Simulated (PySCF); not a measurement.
# C3H7FOSi: electronic excitations and core binding energies

Wanted: the electronic excitations and core binding energies of C3H7FOSi (`C[C@@H]1CO[Si@H]1F`), by calculation.

Programs: PySCF 2.14.0, with density-fitted response routines of our own. Each step states its level of theory. These are calculated values for one molecule in the gas phase, unless marked as measured. Atoms count from 0, in the outputs and in this text.

### 1 The starting structure

13 atoms, charge 0, multiplicity 1; geometry from: GFN2-xTB.

Bonds of the start (Å): C0–C1 1.52, C1–C2 1.54, C2–O3 1.44, O3–Si4 1.64, Si4–F5 1.61, Si4–C1 1.91, C0–H6 1.09, C0–H7 1.09, C0–H8 1.09, C1–H9 1.09, C2–H10 1.09, C2–H11 1.09, Si4–H12 1.44.

### 2 Ultraviolet spectrum: wB97X-D/def2-SVPD

What the job is given:

```
{"job": {"kind": "uv", "xc": "wB97X-D", "basis": "def2-SVPD", "nstates": 8, "ntriplets": 3}, "charge": 0, "multiplicity": 1}
C      1.576583     0.319732     0.006435
C      0.228714    -0.221886     0.448350
C     -0.492361    -1.103153    -0.584101
O     -1.740880    -0.394066    -0.687563
Si    -1.335507     0.860849     0.291695
F     -2.318318     0.977371     1.559600
H      1.492944     0.825525    -0.952981
H      2.299617    -0.488975    -0.093403
H      1.956044     1.031705     0.735892
H      0.336075    -0.739680     1.402139
H     -0.691223    -2.126025    -0.266268
H     -0.007236    -1.110447    -1.560603
H     -1.308842     2.169536    -0.316921
```

Level: TDDFT wB97X-D/def2-SVPD, vertical, gas phase, core orbitals frozen in the response.

The run is started by

```
> OMP_NUM_THREADS=1 python probes_run.py task.json out
```

One launch serves the whole session: the jobs run in the order shown.

Standard output:

```text
coarse grid: 11400 points
cycle   1  E = -582.5645482078  dE =  8.473e-01  |g| = 8.112e-01  |ddm| = 4.788e+00
cycle   2  E = -582.5190323853  dE =  4.552e-02  |g| = 1.001e+00  |ddm| = 1.894e+00
cycle   3  E = -582.6921056359  dE = -1.731e-01  |g| = 6.052e-02  |ddm| = 9.105e-01
cycle   4  E = -582.6927795035  dE = -6.739e-04  |g| = 3.410e-02  |ddm| = 1.310e-01
cycle   5  E = -582.6930258518  dE = -2.463e-04  |g| = 8.143e-03  |ddm| = 5.317e-02
cycle   6  E = -582.6930376076  dE = -1.176e-05  |g| = 2.729e-03  |ddm| = 1.467e-02
cycle   7  E = -582.6930392020  dE = -1.594e-06  |g| = 5.049e-04  |ddm| = 4.565e-03
final grid: 105968 points
cycle   8  E = -582.7777909611  dE = -7.479e-05  |g| = 6.175e-03  |ddm| = 1.227e-01
cycle   9  E = -582.7777911363  dE = -1.752e-07  |g| = 6.930e-03  |ddm| = 2.077e-02
cycle  10  E = -582.7777988796  dE = -7.743e-06  |g| = 4.272e-04  |ddm| = 5.279e-03
cycle  11  E = -582.7777989392  dE = -5.957e-08  |g| = 2.529e-04  |ddm| = 2.106e-03
cycle  12  E = -582.7777989563  dE = -1.709e-08  |g| = 3.806e-05  |ddm| = 5.322e-04
cycle  13  E = -582.7777989570  dE = -7.524e-10  |g| = 1.478e-05  |ddm| = 1.363e-04
converged SCF energy = -582.7777989570

Static polarisability (au): isotropic 59.572, principal 53.233 59.097 66.386

Singlet excitations
state   eV       nm        f      main configurations
  1   7.1542    173.3   0.02458   H->L 0.88
  2   7.6739    161.6   0.00160   H->L+1 0.74, H->L+2 0.08
  3   7.8257    158.4   0.01522   H-1->L 0.76
  4   8.1078    152.9   0.02401   H-2->L 0.74, H->L+2 0.09
  5   8.3583    148.3   0.01125   H->L+2 0.51, H-2->L 0.12, H-1->L+1 0.12
  6   8.4577    146.6   0.02695   H-1->L+1 0.70, H->L+2 0.15
  7   8.6525    143.3   0.00729   H-2->L+1 0.82
  8   8.8963    139.4   0.06514   H->L+3 0.78, H->L+4 0.10

Triplet excitations (Tamm-Dancoff, eV): 6.6546 7.3481 7.4536
```

Wall time 15 s (1 thread of AMD EPYC 9R45, shared host); peak memory 0.82 GiB.

The orbitals next to the gap, with their largest atomic shares:

```csv
orbital,eV,atoms
HOMO−3,-12.28,"C1 30 %, C0 27 %, H9 13 %"
HOMO−2,-10.89,"O3 32 %, C2 20 %, C1 19 %"
HOMO−1,-10.56,"O3 52 %, C2 13 %, Si4 8 %"
HOMO,-9.95,"C1 25 %, O3 22 %, Si4 16 %"
LUMO,1.86,"Si4 26 %, H12 13 %, C1 11 %"
LUMO+1,2.26,"Si4 17 %, C0 12 %, O3 10 %"
LUMO+2,2.45,"Si4 50 %, F5 13 %, O3 10 %"
```

With each of the 8 states as a Gaussian band of 0.4 eV half-width at 1/e, the curve within the window shown has maxima at 172 nm (ε 1,100), 142 nm (ε 3,500) L/(mol cm). Beyond the last state computed it falls off for lack of states. The curve at chosen wavelengths:

(nm, ε (L/mol/cm)): (135, 1592), (137, 2461), (139, 3140), (141, 3452), (144, 3355), (146, 3138), (148, 2909), (150, 2679), (152, 2432), (154, 2162), (157, 1726), (159, 1444), (161, 1204), (163, 1035), (165, 954), (167, 953), (170, 1025), (172, 1057), (174, 1036), (176, 953), (178, 819), (180, 658), (183, 419), (185, 288), (187, 187), (189, 115)

Leading natural transition orbitals of singlet state 8: the hole lies on C1 30 %; O3 19 %; Si4 13 %; the particle on H9, H12 about 22 % each; H6 14 %; H10, H11 about 7 % each.

Leading natural transition orbitals of singlet state 1: the hole lies on C1 26 %; O3 25 %; H12 13 %; the particle on H12 26 %; Si4 23 %; O3 11 %.

Ground-state properties from the same run:

| property | computed |
| --- | --- |
| dipole moment (D) | 2.65 |
| polarisability (Å³) | 8.83 |
| HOMO–LUMO gap (eV) | 11.81 |
| −ε(HOMO) (eV) | 9.95 |

Orbitals, density, ELF and potential are computed afterwards from the orbital file.

Frontier orbitals at wB97X-D/def2-SVPD, with the share of their density that lies nearest to each atom:

```csv
orbital,energy (eV),lies on
HOMO,-9.95,C1 27 %; O3 22 %; Si4 12 %
LUMO,1.86,H12 24 %; Si4 17 %; H8 14 %
```

ELF in a plane through or near 5 of the atoms.

Values, 10 rows by 14 columns:
```
0.00 0.00 0.00 0.00 0.00 0.00 0.00 0.00 0.00 0.00 0.00 0.00 0.00 0.00
0.00 0.00 0.00 0.00 0.00 0.00 0.00 0.00 0.00 0.00 0.00 0.00 0.00 0.00
0.00 0.00 0.00 0.03 0.63 0.65 0.01 0.00 0.03 0.02 0.01 0.00 0.00 0.00
0.00 0.00 0.01 0.34 0.98 0.99 0.07 0.22 0.23 0.19 0.41 0.37 0.04 0.00
0.00 0.00 0.06 0.36 0.67 0.24 0.65 0.91 0.15 0.61 0.71 0.51 0.09 0.00
0.00 0.00 0.67 1.00 0.99 0.58 0.40 0.62 0.23 0.49 0.08 0.02 0.00 0.00
0.00 0.00 0.01 0.56 0.19 0.02 0.47 0.34 0.42 0.69 0.53 0.04 0.00 0.00
0.00 0.00 0.00 0.00 0.00 0.01 0.58 0.99 0.85 0.02 0.04 0.00 0.00 0.00
0.00 0.00 0.00 0.00 0.00 0.00 0.12 0.70 0.41 0.00 0.00 0.00 0.00 0.00
0.00 0.00 0.00 0.00 0.00 0.00 0.00 0.00 0.00 0.00 0.00 0.00 0.00 0.00
```
The map spans 10.4 Å across and 9.5 Å up, centred on the molecule. Atoms in the plane (x, y in Å): C0 (-1.5, 0.6), C1 (-0.2, 0.0), H7 (-2.3, -0.1), H8 (-1.7, 1.6), H10 (0.3, -2.2).

On the surface of density 0.002 e/bohr³ the electrostatic potential runs, from the 1st to the 99th percentile, from -1.51 V near O3 to 1.70 V near Si4.

### 3 X-ray photoelectron lines: SCAN, X2C

The job, as its differences from that of step 2:

```diff
@@ -1,2 +1,2 @@
-{"job": {"kind": "uv", "xc": "wB97X-D", "basis": "def2-SVPD", "nstates": 8, "ntriplets": 3}, "charge": 0, "multiplicity": 1}
+{"job": {"kind": "xps"}, "charge": 0, "multiplicity": 1}
 C      1.576583     0.319732     0.006435
```

Level: delta-SCF UKS SCAN, pcX-2 on the ionised atom, pcseg-1 elsewhere, spin-free X2C.

Standard output:

```text
ground state, core basis on atom 0 (C), 154 functions
  cycle   1  E = -583.58176981  |g| = 8.44e-01
  cycle   2  E = -583.26073770  |g| = 1.54e+00
  cycle   3  E = -583.71852084  |g| = 1.79e-01
  cycle   4  E = -583.72451571  |g| = 7.26e-02
  cycle   5  E = -583.72562920  |g| = 1.73e-02
  cycle   6  E = -583.72567017  |g| = 9.37e-03
  cycle   7  E = -583.72568724  |g| = 1.32e-03
  cycle   8  E = -583.72568860  |g| = 7.73e-04
  cycle   9  E = -583.72568681  |g| = 1.07e-04
  E(ground) = -583.76282841 Eh
hole in C 1s of atom 0
  cycle   1  E = -572.47693359  |g| = 1.50e+00
  cycle   2  E = -571.90063815  |g| = 1.75e+00
  cycle   3  E = -572.98475024  |g| = 3.51e-01
  cycle   4  E = -573.00831358  |g| = 2.57e-01
  cycle   5  E = -573.03280294  |g| = 5.86e-02
  cycle   6  E = -573.03390619  |g| = 2.01e-02
  cycle   7  E = -573.03404641  |g| = 9.01e-03
  cycle   8  E = -573.03407330  |g| = 3.94e-03
  cycle   9  E = -573.03407982  |g| = 1.29e-03
  cycle  10  E = -573.03408150  |g| = 6.33e-04
  cycle  11  E = -573.03408257  |g| = 1.22e-04
  E(ion) = -573.07043136 Eh   <S^2> = 0.7676   hole on atom = 1.000   binding energy = 290.955 eV
ground state, core basis on atom 1 (C), 154 functions
  cycle   1  E = -583.72861548  |g| = 6.01e-02
  cycle   2  E = -583.72856643  |g| = 2.69e-02
  cycle   3  E = -583.72864653  |g| = 2.01e-02
  cycle   4  E = -583.72874494  |g| = 2.29e-03
  cycle   5  E = -583.72874384  |g| = 5.91e-04
  cycle   6  E = -583.72874428  |g| = 1.48e-04
  E(ground) = -583.76622863 Eh
hole in C 1s of atom 1
  cycle   1  E = -572.47622117  |g| = 1.52e+00
  cycle   2  E = -571.57804502  |g| = 1.99e+00
  cycle   3  E = -572.98715582  |g| = 4.13e-01
  cycle   4  E = -573.02153793  |g| = 3.01e-01
  cycle   5  E = -573.05328261  |g| = 6.63e-02
  cycle   6  E = -573.05478931  |g| = 1.98e-02
  cycle   7  E = -573.05489212  |g| = 1.22e-02
  cycle   8  E = -573.05494470  |g| = 3.22e-03
  cycle   9  E = -573.05495129  |g| = 1.30e-03
  cycle  10  E = -573.05495275  |g| = 4.65e-04
  E(ion) = -573.09113293 Eh   <S^2> = 0.7705   hole on atom = 1.000   binding energy = 290.484 eV
ground state, core basis on atom 2 (C), 154 functions
  cycle   1  E = -583.72954945  |g| = 5.76e-02
  cycle   2  E = -583.72953181  |g| = 1.84e-02
  cycle   3  E = -583.72949738  |g| = 2.23e-02
  cycle   4  E = -583.72960866  |g| = 4.03e-03
  cycle   5  E = -583.72961246  |g| = 8.66e-04
  cycle   6  E = -583.72961021  |g| = 1.60e-04
  E(ground) = -583.76666570 Eh
hole in C 1s of atom 2
  cycle   1  E = -572.42649449  |g| = 1.51e+00
  cycle   2  E = -571.40460813  |g| = 2.08e+00
  cycle   3  E = -572.91612593  |g| = 4.34e-01
  cycle   4  E = -572.95711258  |g| = 2.90e-01
  cycle   5  E = -572.98612372  |g| = 6.75e-02
  cycle   6  E = -572.98785873  |g| = 1.61e-02
  cycle   7  E = -572.98797733  |g| = 8.48e-03
  cycle   8  E = -572.98801986  |g| = 4.35e-03
  cycle   9  E = -572.98803029  |g| = 2.74e-03
  cycle  10  E = -572.98803608  |g| = 1.21e-03
  cycle  11  E = -572.98803777  |g| = 3.22e-04
  E(ion) = -573.02468285 Eh   <S^2> = 0.7760   hole on atom = 1.000   binding energy = 292.304 eV
ground state, core basis on atom 3 (O), 154 functions
  cycle   1  E = -583.76015066  |g| = 1.01e-01
  cycle   2  E = -583.75914395  |g| = 8.87e-02
  cycle   3  E = -583.75990964  |g| = 6.07e-02
  cycle   4  E = -583.76053706  |g| = 5.95e-03
  cycle   5  E = -583.76054473  |g| = 1.44e-03
  cycle   6  E = -583.76054404  |g| = 3.21e-04
  E(ground) = -583.79508453 Eh
hole in O 1s of atom 3
  cycle   1  E = -563.16427205  |g| = 2.23e+00
  cycle   2  E = -562.60272949  |g| = 2.28e+00
  cycle   3  E = -563.92376775  |g| = 4.66e-01
  cycle   4  E = -563.96521451  |g| = 2.71e-01
  cycle   5  E = -563.99107178  |g| = 7.77e-02
  cycle   6  E = -563.99263540  |g| = 2.97e-02
  cycle   7  E = -563.99302958  |g| = 5.64e-03
  cycle   8  E = -563.99304445  |g| = 1.27e-03
  cycle   9  E = -563.99304465  |g| = 8.01e-04
  cycle  10  E = -563.99304475  |g| = 1.83e-04
  E(ion) = -564.02821802 Eh   <S^2> = 0.7628   hole on atom = 1.000   binding energy = 537.884 eV
ground state, core basis on atom 4 (Si), 165 functions
  cycle   1  E = -583.83825343  |g| = 3.01e-01
  cycle   2  E = -583.83545316  |g| = 1.58e-01
  cycle   3  E = -583.83399703  |g| = 1.76e-01
  cycle   4  E = -583.83971714  |g| = 1.98e-02
  cycle   5  E = -583.83978144  |g| = 4.35e-03
  cycle   6  E = -583.83978458  |g| = 9.47e-04
  cycle   7  E = -583.83978474  |g| = 3.02e-04
  E(ground) = -583.83515641 Eh
hole in Si 1s of atom 4
  cycle   1  E = -514.86858595  |g| = 4.35e+00
  cycle   2  E = -514.83073481  |g| = 2.25e+00
  cycle   3  E = -515.36551374  |g| = 1.07e+00
  cycle   4  E = -515.84831507  |g| = 4.28e-01
  cycle   5  E = -515.89998745  |g| = 1.74e-01
  cycle   6  E = -515.91263718  |g| = 5.45e-02
  cycle   7  E = -515.91365549  |g| = 2.66e-02
  cycle   8  E = -515.91387596  |g| = 1.05e-02
  cycle   9  E = -515.91392096  |g| = 2.92e-03
  cycle  10  E = -515.91392371  |g| = 7.35e-04
  cycle  11  E = -515.91392367  |g| = 2.36e-04
  E(ion) = -515.91741788 Eh   <S^2> = 0.7522   hole on atom = 1.000   binding energy = 1848.136 eV
hole in Si 2p of atom 4
  cycle   1  E = -579.53477691  |g| = 1.24e+00
  cycle   2  E = -579.35195162  |g| = 1.20e+00
  cycle   3  E = -579.76521975  |g| = 4.45e-01
  cycle   4  E = -579.84258753  |g| = 1.45e-01
  cycle   5  E = -579.84849034  |g| = 6.27e-02
  cycle   6  E = -579.85008680  |g| = 2.46e-02
  cycle   7  E = -579.85031745  |g| = 8.03e-03
  cycle   8  E = -579.85033104  |g| = 4.43e-03
  cycle   9  E = -579.85033973  |g| = 7.46e-04
  cycle  10  E = -579.85033940  |g| = 2.74e-04
  E(ion) = -579.85703709 Eh   <S^2> = 0.7522   hole on atom = 1.003   binding energy = 108.250 eV
  2p3/2 = 108.084 eV   2p1/2 = 108.711 eV
ground state, core basis on atom 5 (F), 154 functions
  cycle   1  E = -583.77239285  |g| = 1.29e-01
  cycle   2  E = -583.77125380  |g| = 1.09e-01
  cycle   3  E = -583.77231141  |g| = 6.99e-02
  cycle   4  E = -583.77301244  |g| = 8.70e-03
  cycle   5  E = -583.77303047  |g| = 2.46e-03
  cycle   6  E = -583.77303334  |g| = 4.61e-04
  E(ground) = -583.81241859 Eh
hole in F 1s of atom 5
  cycle   1  E = -557.42712457  |g| = 2.58e+00
  cycle   2  E = -557.33613446  |g| = 2.14e+00
  cycle   3  E = -558.25089006  |g| = 4.21e-01
  cycle   4  E = -558.24200091  |g| = 4.28e-01
  cycle   5  E = -558.31943801  |g| = 7.25e-02
  cycle   6  E = -558.32090609  |g| = 3.78e-02
  cycle   7  E = -558.32164076  |g| = 5.44e-03
  cycle   8  E = -558.32165561  |g| = 2.24e-03
  cycle   9  E = -558.32165800  |g| = 6.58e-04
  cycle  10  E = -558.32165884  |g| = 2.30e-04
  E(ion) = -558.36656103 Eh   <S^2> = 0.7567   hole on atom = 1.000   binding energy = 692.417 eV
```

Run time: 34 s. Hardware: 1 thread of AMD EPYC 9R45, shared host; peak memory 0.65 GiB.

Binding energies by hole, beside the orbital energy of the ground state; the difference holds orbital relaxation and, for a density functional, its self-interaction error:

```csv
hole,stands for,environment,ΔSCF (eV; 2p as the shell's mean),−ε (eV),⟨S²⟩
C1s on C0,C0,methyl carbon,290.95,273.7,0.768
C1s on C1,C1,sp3 CH bonded to Si,290.48,273.8,0.770
C1s on C2,C2,sp3 CH2 bonded to O,292.30,275.2,0.776
O1s on O3,O3,"oxygen bonded to C, Si, in a 4-membered ring",537.88,516.4,0.763
Si1s on Si4,Si4,"silicon bonded to C, F, O, H, in a 4-membered ring",1848.14,1794.6,0.752
Si2p on Si4,Si4,"silicon bonded to C, F, O, H, in a 4-membered ring",108.29,97.3,0.752
F1s on F5,F5,fluorine bonded to Si,692.42,666.5,0.757
```

With the spin-orbit splitting: Si4 2p3/2 108.08, 2p1/2 108.71 eV. The table gives each 2p level as the mean over the whole 2p shell (two parts 2p3/2, one part 2p1/2), which differs a little from the single hole in the log.

### 4 What came out

| quantity | value |
| --- | --- |
| lowest singlet (wB97X-D/def2-SVPD) | 7.15 eV (173 nm), f = 0.025 |
| brightest single state of those computed | state 8, 8.90 eV, f = 0.065 |
| lowest triplet | 6.65 eV |
| surface potential, 1st and 99th percentile | -1.51 V and 1.70 V |
| C1s binding energies, SCAN/pcX-2 | C2 292.30, C0 290.95, C1 290.48 eV |
| O1s binding energies, SCAN/pcX-2 | O3 537.88 eV |
| Si1s binding energies, SCAN/pcX-2 | Si4 1848.14 eV |
| Si2p binding energies, SCAN/pcX-2 | Si4 108.29 eV |
| F1s binding energies, SCAN/pcX-2 | F5 692.42 eV |

What this shows: The lowest singlet, at 7.15 eV, is HOMO→LUMO 0.88 and is weak; of the 8 states computed, the strongest absorption comes from state 8 at 8.90 eV (the last computed, so partners may be missing). The lowest triplet lies 0.50 eV below the lowest singlet (triplets in Tamm-Dancoff, singlets in full TDDFT). C2 (sp3 CH2 bonded to O) binds its C1s electron 1.82 eV more tightly than C1 (sp3 CH bonded to Si).
